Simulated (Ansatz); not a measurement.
# Co (Cobalt): the cost of one run

Program: Ansatz 0.2.0. Level of theory: DFT PBE, scalar-relativistic, plane waves, PAW. These are calculated values, not measurements.

## 1. The starting structure

The structure is hexagonal, space group P6_3/mmc (No. 194). Conventional cell: a = 2.494 Å, b = 2.494 Å, c = 4.030 Å, α = 90.00°, β = 90.00°, γ = 120.00°. Around Co (site symmetry -6m2) lie 12 Co at 2.48 to 2.49 Å.

Coordinates:

```
Co
1.0
     2.49371    0.00000    0.00000
    -1.24686    2.15962    0.00000
     0.00000    0.00000    4.03009
Co
2
Direct
  0.33333 0.66667 0.25000
  0.66667 0.33333 0.75000
```

This cell comes from an earlier session at PBE: 10.852 Å³/atom at -0.02 GPa, on a 20×20×12 mesh.

## 2. Antiferromagnetic, in the cell as typed

Contents of input.yaml:

```yaml
crystal:
  lattice:
    - [2.4937131652, 0.0, 0.0]
    - [-1.2468565826, 2.1596189508, 0.0]
    - [0.0, 0.0, 4.0300901819]
  atoms:
    - { symbol: Co, position: [0.3333333333, 0.6666666667, 0.25], spin: 1.5 }
    - { symbol: Co, position: [0.6666666667, 0.3333333333, 0.75], spin: -1.5 }
basis:
  ecutwfc: 420
  ecutrho_ratio: 4
kpoints:
  mp_grid: { grid: [20, 20, 12] }
hamiltonian:
  xc: pbe
scf:
  occupations: { method: gaussian, width: 0.05 }
  lower_state_search: "off"
output:
  forces: true
  stress: true
  eigenvalues: true
  populations: true
magnetization:
  spin_polarized: true
```

On the command line:

```sh
ansatz run input.yaml --threads 2 --pin off --max-ram 5120MiB --backend cpu --events-out ev --progress --plain --runs-dir out
```

**Question.** How long does this run take on 2 threads of Intel Xeon at 2.10GHz (Emerald Rapids), shared host, and how much memory does it need?

About 65 s, with a peak of 0.59 GiB.
